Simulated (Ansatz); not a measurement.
# CH₃AlBF: taking an electron away

One table from this session's results is given with a row withheld; the runs are named, their logs left out.

Method: unrestricted cation, the program's frozen cores in correlated methods; program: Ansatz 0.2.0, Gaussian basis.

Levels to be run: UKS PBE-D4/def2-TZVPP; UKS r2SCAN-D4/def2-TZVPP; UKS PBE0-D4/def2-TZVPP; UKS B3LYP-D4/def2-TZVPP; UKS wB97X-V/def2-TZVPP; UKS wB97M-V/def2-TZVPP; UKS B2PLYP/def2-TZVPP; UHF-CCSD(T)/def2-TZVPP; UHF-MP2/def2-QZVPP; extrapolation to the limit; then −ε(HOMO) from the neutral's earlier runs with LDA (SPW92), PBE-D4, revPBE-D4, BLYP-D4, r2SCAN-D4, B97M-V, PBE0-D4, B3LYP-D4, r2SCANh-D4, r2SCAN0-D4, HSE06-D4, BHLYP-D4, CAM-B3LYP-D4, LC-ωPBE, ωB97X-V, ωB97M-V.

## The relaxed structure

All runs share one geometry, relaxed beforehand with PBE0-D4 in a triple-zeta def2 set.

7 atoms, charge 0, spin multiplicity 1.

Atoms are counted from 1 here; the program's logs count them from 0.

Bond lengths: F1–B2 1.324 Å, B2–C3 1.478 Å, B2–Al4 1.978 Å, C3–Al4 2.096 Å, C3–H5 1.110 Å, C3–H6 1.090 Å, Al4–H7 1.586 Å. Angles: F1–B2–C3 131.5°, F1–B2–Al4 149.4°, C3–B2–Al4 73.1°, B2–C3–Al4 64.5°, B2–C3–H5 123.2°, B2–C3–H6 127.0°, Al4–C3–H5 69.1°, Al4–C3–H6 160.0°, H5–C3–H6 107.6°, B2–Al4–C3 42.4°, B2–Al4–H7 163.3°, C3–Al4–H7 121.5°.

As a file:

```xyz
7
charge 0, multiplicity 1
F    -0.81797   -1.96480    1.15155
B    -0.36307   -1.03105    0.32986
C     0.50024    0.14445    0.56652
Al   -0.68735    0.23113   -1.15882
H     1.02373    0.68706   -0.24789
H     0.96072    0.44129    1.50878
H    -0.55511    1.42392   -2.19549
```

The first run:

Contents of in.yaml:

```yaml
crystal:
  periodic: [false, false, false]
  atoms:
    - {symbol: F, position_ang: [-0.817965, -1.964801, 1.151545]}
    - {symbol: B, position_ang: [-0.363069, -1.031049, 0.329859]}
    - {symbol: C, position_ang: [0.500238, 0.144448, 0.566516]}
    - {symbol: Al, position_ang: [-0.687351, 0.231133, -1.158816]}
    - {symbol: H, position_ang: [1.023733, 0.687062, -0.247890]}
    - {symbol: H, position_ang: [0.960724, 0.441293, 1.508779]}
    - {symbol: H, position_ang: [-0.555111, 1.423915, -2.195492]}
basis:
  gaussian: {orbitals: def2-TZVPP}
total_charge: 1
magnetization: {spin_polarized: true, initial_magnetization: 1}
hamiltonian: {xc: pbe, dispersion: d4}
```

On the command line:

```bash
$ ansatz run in.yaml --threads 2 --pin off --events-out ev --progress --plain --max-ram 4352MiB
```

Among the steps run: Cation, UKS PBE-D4/def2-TZVPP; Cation, UKS r2SCAN-D4/def2-TZVPP; Cation, UKS PBE0-D4/def2-TZVPP; Cation, UKS B3LYP-D4/def2-TZVPP; Cation, UKS wB97X-V/def2-TZVPP; Cation, UKS wB97M-V/def2-TZVPP; Cation, UKS B2PLYP (frozen core)/def2-TZVPP; Cation, UHF-CCSD(T)/def2-TZVPP; Cation, UHF-MP2/def2-QZVPP.

One table of the session follows, with a row left open; its other results are not shown here.

Orbital estimates, from the neutral's runs:

```
  functional  −ε(HOMO) (eV)
 LDA (SPW92)           5.64
      PBE-D4           5.53
   revPBE-D4           5.48
     BLYP-D4           5.41
   r2SCAN-D4           5.71
      B97M-V           5.75
     PBE0-D4           6.57
    B3LYP-D4           6.40
  r2SCANh-D4              ?
  r2SCAN0-D4           6.68
    HSE06-D4           6.17
    BHLYP-D4           7.51
CAM-B3LYP-D4           7.83
     LC-ωPBE           9.05
     ωB97X-V           8.76
     ωB97M-V           8.60
```

**Question.** Estimate the row for r2SCANh-D4.

Worked estimate for «−ε(HOMO) (eV)». Against the share of exact exchange, r2SCAN-D4 (0, 5.71), r2SCAN0-D4 (0.25, 6.68) give a slope of 3.88 per unit share; at 0.1 the line stands at 6.10.

As computed: −ε(HOMO) (eV): 6.10. In «−ε(HOMO) (eV)» the line misses by 0.00.
